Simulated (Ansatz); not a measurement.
# H6OSSi2: the cost of one run

The runs use Ansatz 0.2.0, Gaussian basis; the settings change from run to run.

## Step 1: The molecule

An earlier PBE0-D4 in a triple-zeta def2 set relaxation fixed the geometry.

SMILES `[SiH3]O[SiH2]S`, 10 atoms, charge 0, spin multiplicity 1.

Atoms are counted from 1 here; the program's logs count them from 0.

Bond lengths: Si1–O2 1.643 Å, Si1–H5 1.482 Å, Si1–H6 1.485 Å, Si1–H7 1.485 Å, O2–Si3 1.631 Å, Si3–S4 2.132 Å, Si3–H8 1.481 Å, Si3–H9 1.479 Å, S4–H10 1.344 Å. Angles: O2–Si1–H5 107.4°, O2–Si1–H6 110.2°, O2–Si1–H7 110.5°, H5–Si1–H6 109.7°, H5–Si1–H7 109.7°, H6–Si1–H7 109.3°, Si1–O2–Si3 140.8°, O2–Si3–S4 112.7°, O2–Si3–H8 110.5°, O2–Si3–H9 107.1°, S4–Si3–H8 104.2°, S4–Si3–H9 110.6°, H8–Si3–H9 111.8°, Si3–S4–H10 94.5°.

## Step 2: PBE/cc-pVTZ

This run has multiplicity 3, D3(BJ) with three-body dispersion.

Input file in.yaml:

```yaml
crystal:
  periodic: [false, false, false]
  atoms:
    - {symbol: Si, position_ang: [0.433215, 1.658509, 0.282833]}
    - {symbol: O, position_ang: [-0.422011, 0.504451, -0.514402]}
    - {symbol: Si, position_ang: [-0.866324, -1.059215, -0.380671]}
    - {symbol: S, position_ang: [0.552218, -2.227611, 0.700097]}
    - {symbol: H, position_ang: [0.166684, 2.952311, -0.389677]}
    - {symbol: H, position_ang: [1.884897, 1.352998, 0.221810]}
    - {symbol: H, position_ang: [0.006570, 1.734176, 1.703709]}
    - {symbol: H, position_ang: [-2.113451, -1.177946, 0.410013]}
    - {symbol: H, position_ang: [-1.033944, -1.583426, -1.753910]}
    - {symbol: H, position_ang: [1.475047, -2.205447, -0.277000]}
basis:
  gaussian: {orbitals: cc-pVTZ}
magnetization: {spin_polarized: true, initial_magnetization: 2}
hamiltonian: {xc: {name: PBE}, dispersion: d3bjatm}
```

Command:

```bash
$ ansatz run in.yaml --threads 2 --pin off --events-out ev --progress --plain --max-ram 4352MiB
```

**Question.** How long does this run take on 2 threads of Intel Xeon Platinum 8559C, shared host, and how much memory does it need?

About 21 s, with a peak of 0.52 GiB.
